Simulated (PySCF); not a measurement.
# C2H4BrClSi (SMILES C=C[SiH](Cl)Br) at 3 levels

Wanted: a comparison of 3 runs (HF/def2-SVP, PBE0/pcseg-1, PBE0/6-31G**) of C2H4BrClSi. Input form: a Python script.

Program for the calculation: PySCF 2.14.0.

### Step 1. Starting point

C2H4BrClSi has 9 atoms, charge 0, and is taken as a singlet. As SMILES, `C=C[SiH](Cl)Br`. The coordinates come from a PBE0-D4/def2-TZVP relaxation. This is one conformer, not always the lowest.

Bond lengths: C1–C2 1.330 Å, C2–Si3 1.840 Å, Si3–Cl4 2.047 Å, Si3–Br5 2.214 Å, C1–H6 1.087 Å, C1–H7 1.086 Å, C2–H8 1.087 Å, Si3–H9 1.477 Å. Some angles: C1–C2–Si3 120.7°, C2–Si3–Cl4 110.5°, C2–Si3–Br5 110.2°, Cl4–Si3–Br5 108.2°, C1–C2–H8 119.7°, Si3–C2–H8 119.6°, C2–C1–H6 121.8°, C2–C1–H7 122.1°, C2–Si3–H9 111.0°, Cl4–Si3–H9 108.6°.

### Step 2. Energy and gradient at HF/def2-SVP (run 1)

calc.py reads:

```python
from pyscf import gto, scf

mol = gto.M(
    atom='''
C   -1.391700  -0.751300  -0.197600
C   -0.613600   0.143200   0.405500
Si   1.133200   0.376100  -0.122700
Cl   1.450000   2.307800  -0.722900
Br   2.505300  -0.059600   1.560000
H   -1.028600  -1.367300  -1.015800
H   -2.424800  -0.909900   0.097400
H   -1.012400   0.740400   1.222100
H    1.471100  -0.525900  -1.243000
''',
    charge=0,
    max_memory=1860,
    basis='def2-svp',
    verbose=4,
)

hf = scf.RHF(mol)
hf.conv_tol = 1e-10
hf.kernel()
if not hf.converged:
    hf = hf.newton().run(hf.mo_coeff, hf.mo_occ)

etot = hf.e_tot
print('E(%s) = %.9f' % ('HF', etot))
grad = hf.nuc_grad_method().kernel()
dip = hf.dip_moment()
pop, q = hf.mulliken_pop()
```

The run is started by

```bash
OMP_NUM_THREADS=1 python calc.py
```

Log:

```text
PySCF version 2.14.0

[... 63 lines left out ...]
converged SCF energy = -3398.39114359085
[... 12 lines left out ...]
Dipole moment(X, Y, Z, Debye): -2.18145, -1.33532, -0.60382
[... 126 lines left out ...]
charge of    8H =     -0.11815
```

It took 21 s on 1 thread of Intel Xeon at 2.70GHz, shared host; peak memory 0.29 GiB.

### Step 3. Energy and forces at PBE0/pcseg-1 (run 2)

input.py reads:

```python
import pyscf.grad
from pyscf import gto, dft

system = gto.M(
    atom=[
    ('C', (-1.391700, -0.751300, -0.197600)),
    ('C', (-0.613600, 0.143200, 0.405500)),
    ('Si', (1.133200, 0.376100, -0.122700)),
    ('Cl', (1.450000, 2.307800, -0.722900)),
    ('Br', (2.505300, -0.059600, 1.560000)),
    ('H', (-1.028600, -1.367300, -1.015800)),
    ('H', (-2.424800, -0.909900, 0.097400)),
    ('H', (-1.012400, 0.740400, 1.222100)),
    ('H', (1.471100, -0.525900, -1.243000)),
],
    verbose=4,
    charge=0,
    basis='pcseg-1',
    max_memory=1860,
)

mf = dft.RKS(system)
mf.xc = 'pbe0'
mf.grids.level = 5
mf.conv_tol = 1e-10
mf.kernel()
if not mf.converged:
    mf = mf.newton().run(mf.mo_coeff, mf.mo_occ)

e_final = mf.e_tot
print('E = %.10f Eh' % e_final)
grad = mf.Gradients().kernel()
mf.analyze()
```

The run is started by

```bash
OMP_NUM_THREADS=1 python input.py
```

Log:

```text
PySCF version 2.14.0

[... 109 lines left out ...]
MO #11  energy= -8.76515190233624  occ= 2
[... 19 lines left out ...]
MO #31  energy= -0.556112560768892 occ= 2
[... 19 lines left out ...]
MO #51  energy= 0.178621664723281  occ= 0
[... 19 lines left out ...]
MO #71  energy= 0.624061714005597  occ= 0
[... 19 lines left out ...]
MO #91  energy= 1.36806515575256   occ= 0
[... 19 lines left out ...]
MO #111 energy= 3.44371201800636   occ= 0
[... 123 lines left out ...]
Dipole moment(X, Y, Z, Debye): -2.06367, -1.46650, -0.39683
```

It took 97 s on 1 thread of Intel Xeon at 2.70GHz, shared host; peak memory 1.1 GiB.

### Step 4. Energy and gradient at PBE0/6-31G(d,p) (spherical functions) (run 3)

Edit input.py of step 3 so:

```diff
@@ -3,3 +3,3 @@
 
-system = gto.M(
+mol = gto.M(
     atom=[
@@ -15,10 +15,9 @@
 ],
+    spin=0,
     verbose=4,
-    charge=0,
-    basis='pcseg-1',
     max_memory=1860,
+    basis='6-31g**',
 )
 
-mf = dft.RKS(system)
-mf.xc = 'pbe0'
+mf = dft.RKS(mol, xc='pbe0')
 mf.grids.level = 5
@@ -30,3 +29,3 @@
 e_final = mf.e_tot
-print('E = %.10f Eh' % e_final)
+print('E(%s) = %.9f' % ('PBE0', e_final))
 grad = mf.Gradients().kernel()
```

The run is started by

```bash
OMP_NUM_THREADS=1 python input.py
```

Log:

```text
PySCF version 2.14.0

[... 109 lines left out ...]
MO #11  energy= -8.79093797431721  occ= 2
[... 20 lines left out ...]
MO #32  energy= -0.491187739924695 occ= 2
[... 20 lines left out ...]
MO #53  energy= 0.300750728613287  occ= 0
[... 20 lines left out ...]
MO #74  energy= 0.750189445992842  occ= 0
[... 20 lines left out ...]
MO #95  energy= 2.00301702878471   occ= 0
[... 20 lines left out ...]
MO #116 energy= 4.95455935808506   occ= 0
[... 128 lines left out ...]
Dipole moment(X, Y, Z, Debye): -2.28000, -1.41739, -0.47371
```

Run time: 96 s. Hardware: 1 thread of Intel Xeon at 2.70GHz, shared host; peak memory 1.2 GiB.

### Step 5. Overview of the runs

```csv
run,level,integration grid,energy (Eh),dipole moment (D),HOMO energy (eV),LUMO energy (eV),wall time
1,HF/def2-SVP,–,-3398.391144,2.63,-10.90,2.92,21 s
2,PBE0/pcseg-1,5,-3401.531386,2.56,-8.44,-1.19,97 s
3,PBE0/6-31G** (spherical functions),5,-3401.534783,2.73,-8.30,-0.95,96 s
```

### Step 6. Outcome

```
                       quantity           value
            run 3: total energy  -3401.53478 Eh
           run 3: dipole moment          2.73 D
             run 3: HOMO energy        -8.30 eV
             run 3: LUMO energy        -0.95 eV
           run 3: HOMO–LUMO gap         7.35 eV
run 3: largest force on an atom      0.340 eV/Å
```

The dipole moment (its size) runs from 2.56 D (PBE0/pcseg-1) to 2.73 D (PBE0/6-31G**). The HOMO–LUMO gap runs from 7.25 eV (PBE0/pcseg-1) to 13.82 eV (HF/def2-SVP). The two ends differ in method and basis. All runs together took 3.6 min, the longest 97 s.
